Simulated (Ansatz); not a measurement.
**AlN: how the settings move a single-point run**

Aim: see which settings change the result for AlN, by how much, and at what cost.

The COD entry's cell or inner coordinates are ideal or old and differ from later refinements, so a difference from it is no clean test against experiment.

Program: Ansatz 0.2.0. Level of theory: reference: DFT, LDA, PAW with Ansatz's default frozen-core files, scalar-relativistic; levels and slopes on a fine mesh, independent-particle optical spectra. These are calculated values, not measurements.

**1. The starting structure**

It takes space group P6_3mc (No. 186, hexagonal). Conventional cell: a = 3.089 Å, b = 3.089 Å, c = 4.943 Å, α = 90.00°, β = 90.00°, γ = 120.00°. Around Al (site symmetry 3m) lie 4 N at 1.88 to 1.89 Å. N (site symmetry 3m) has 4 Al at 1.88 to 1.89 Å as nearest neighbours.

As a file:

```
CELL_PARAMETERS angstrom
3.08877 0.00000 0.00000
-1.54439 2.67496 0.00000
0.00000 0.00000 4.94325
ATOMIC_POSITIONS crystal
Al 0.33333 0.66667 0.99901
Al 0.66667 0.33333 0.49901
N 0.33333 0.66667 0.38099
N 0.66667 0.33333 0.88099
```

**2. The reference run**

Input file input.yaml:

```yaml
crystal:
  lattice:
    - [3.08877306311, 0.0, 0.0]
    - [-1.54438653155, 2.67495593918, 0.0]
    - [0.0, 0.0, 4.94325218913]
  atoms:
    - { symbol: Al, position: [0.333333333333, 0.666666666667, -0.000992383011] }
    - { symbol: Al, position: [0.666666666667, 0.333333333333, 0.499007616989] }
    - { symbol: "N", position: [0.333333333333, 0.666666666667, 0.380992383011] }
    - { symbol: "N", position: [0.666666666667, 0.333333333333, 0.880992383011] }
kpoints:
  mp_grid: { grid: [8, 8, 6] }
scf:
  occupations: { method: fixed }
hamiltonian:
  xc: lda
  pseudopotentials: { kind: paw }
output:
  forces: true
  stress: true
  eigenvalues: true
  eigenstates:
    nscf_kmesh: { grid: [12, 12, 8] }
    de_dk: true
    e_range: [-9, 14.41643534553]
  optics:
    e_range: [0, 30]
    de: 0.2
    sigma: 0.15
    bands: { spectra_wanted_up_to: 30 }
    nscf_kmesh: { grid: [12, 12, 8] }
checkpoint:
  write: ck
  write_wavefunctions: false
```

Launch:

```
ansatz run input.yaml --threads 2 --pin off --max-ram 6144MiB --backend cpu --events-out ev --progress --plain --runs-dir out
```

**3. Changed: scf.algorithm direct_min, eigensolver.kind davidson**

Edit input.yaml of step 2 so:

```diff
@@ -14,2 +14,4 @@
   occupations: { method: fixed }
+  algorithm: direct_min
+  eigensolver: { kind: davidson }
 hamiltonian:
```

**4. Variant: occupations.method tetrahedron_uncorrected, lower_state_search standard**

Edit input.yaml of step 2 so:

```diff
@@ -13,3 +13,4 @@
 scf:
-  occupations: { method: fixed }
+  occupations: { method: tetrahedron_uncorrected }
+  lower_state_search: standard
 hamiltonian:
```

Q: Predict the outcome of this session. Wanted: for each run, ending; energy change; pressure; gap; force.

The runs gave:

```csv
run,ending,energy change,pressure (GPa),gap (eV),force (eV/Å),cycles,time
reference,converged,0,0.0,4.42,0.00,-,37 s
"1: scf.algorithm direct_min, eigensolver.kind davidson",converged,0.0 meV/atom,0.0,4.42,0.00,7,39 s
"2: occupations.method tetrahedron_uncorrected, lower_state_search standard",converged,0.0 meV/atom (σ→0),0.0,4.42,0.00,7,37 s
```

Residual by cycle in the longest SCF loop of each run; runs are numbered as in the table. The quantity is the density residual dr2, in eV.

```csv
cycle,reference,run 1,run 2
1,0.0412,0.04,0.0412
2,0.00569,0.019,0.00569
3,3.9e-4,1.2e-5,3.9e-4
4,2.5e-6,2.7e-8,2.5e-6
5,6.4e-9,5.9e-9,6.4e-9
6,8.5e-11,4.6e-10,8.6e-11
7,4.5e-12,3.7e-13,4.2e-12
```

Of the converged runs whose energies compare with the reference's, none moves it noticeably.

The gaps are Kohn-Sham values of a semilocal functional, not quasiparticle or optical gaps. Such gaps usually fall short of the measured ones.
